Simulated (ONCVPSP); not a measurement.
**K: generating and testing an ONCV potential**

Task: generate the file, and judge it by its errors in other configurations, its logarithmic derivatives, its ghosts and its cutoff.

The numbers are computed with ONCVPSP 4.0.1 (PBE, scalar-relativistic, spin-unpolarised reference atom).

**1. Settings**

Typed settings, in words:

* element: potassium (K, Z = 19)
* type: optimised norm-conserving Vanderbilt (ONCV)
* frozen core: [Ne]
* valence charge: 9
* reference configuration: 3s2 3p6 3d0.5 4s0.5
* partial waves: 3s+4s: rc 2.15 bohr, ncon 4, nbas 8, qcut 6.1 1/bohr, 3 projectors, debl 1.1 Ha; 3p: rc 1.55 bohr, ncon 4, nbas 8, qcut 8.9 1/bohr, 2 projectors, debl 3.8 Ha; 3d: rc 4.00 bohr, ncon 4, nbas 9, qcut 2.6 1/bohr, 1 projector
* local potential: polynomial inside 1.05 bohr (lpopt 5, dvloc0 6 Ha)
* core correction: Teter function, fcfact 3.75, rcfact 1.45

The nodes and maxima of the atom's own shells, from an earlier all-electron run, set the scale for the radii.

All-electron outer shells of the reference configuration (PBE, scalar-relativistic, ld1.x):

```
shell  level (eV)  outermost node (bohr)  outermost maximum (bohr)
   2p     -281.15                      –                      0.26
   3s      -36.35                   0.48                      1.08
   3p      -19.82                   0.45                      1.15
   4s       -2.87                   1.58                      3.93
   4p       -1.26                   1.86                      5.64
   3d       -0.38                      –                      7.81
```

**2. The generation run**

File K.dat:

```
# ATOM AND REFERENCE CONFIGURATION
# atsym  z   nc   nv     iexc    psfile
  K 19.00    3    4        4      upf
#
#   n    l    f
    1    0    2.00
    2    0    2.00
    2    1    6.00
    3    0    2.00
    3    1    6.00
    3    2    0.50
    4    0    0.50
#
# PSEUDOPOTENTIAL AND OPTIMIZATION
# lmax
    2
#
#   l,   rc,      ep,       ncon, nbas, qcut
    0    2.15    0.00    4    8    6.10
    1    1.55    0.00    4    8    8.90
    2    4.00    0.00    4    9    2.60
#
# LOCAL POTENTIAL
# lloc, lpopt,  rc(5),   dvloc0
    4    5    1.05    6.00
#
# VANDERBILT-KLEINMAN-BYLANDER PROJECTORs
# l, nproj, debl
    0    3    1.10
    1    2    3.80
    2    1    0.50
#
# MODEL CORE CHARGE
# icmod, fcfact, rcfact
    3    3.75    1.45
#
# LOG DERIVATIVE ANALYSIS
# epsh1, epsh2, depsh
   -3.00    5.00    0.02
#
# OUTPUT GRID
# rlmax, drl
    6.00    0.01
#
# TEST CONFIGURATIONS
# ncnf
    4
# nvcnf
#   n    l    f
    4
    3    0    2.00
    3    1    6.00
    3    2    0.00
    4    0    1.00
#
    4
    3    0    2.00
    3    1    6.00
    3    2    0.00
    4    0    0.00
#
    4
    3    0    2.00
    3    1    6.00
    3    2    0.00
    4    0    0.50
#
    4
    3    0    2.00
    3    1    5.00
    3    2    0.00
    4    0    1.00
#
```

The run is started by

```sh
$ oncvpsp.x < K.dat > K.out
```

**Question.** What will these runs give? Wanted: cutoffs for 1 and 0.1 mHa per electron, occupied waves; bound ghosts; GHOST(+) flags; largest test error; largest phase difference near zero energy, channels read; rms error of d²Exc/dn², without and with the model core.

As calculated:

| quantity | value |
| --- | --- |
| cutoffs for 1 and 0.1 mHa per electron, occupied waves | 12 Ha and 26 Ha |
| bound ghosts | none found |
| GHOST(+) flags | d at 31 eV |
| largest test error (AE − PS) | +65 meV, for 3s2 3p5 3d0 4s1 (1 test unsolved) |
| largest phase difference near zero energy, channels read | 0.382 rad |
| rms error of d²Exc/dn², without and with the model core | 1.43 and 1.11 mHa |

In words: The worst unpolarised test, 3s2 3p5 3d0 4s1, is off by 65 meV on 23.7 eV; by total energies transferability rates as fair where solved. Of the tests 1 gave no usable energy difference, which is a warning in itself. The potential is soft on the atom at that tolerance: the looser tolerance needs 12 Ha. At the looser tolerance the 3p wave is the slowest; 3s needs 10 Ha. No bound ghost shows below the valence levels. Of the channels read, d scatters worst near zero energy, by up to 0.38 rad. The program also flags highly localised states, GHOST(+) (d). All of this concerns the isolated atom, not yet a solid.
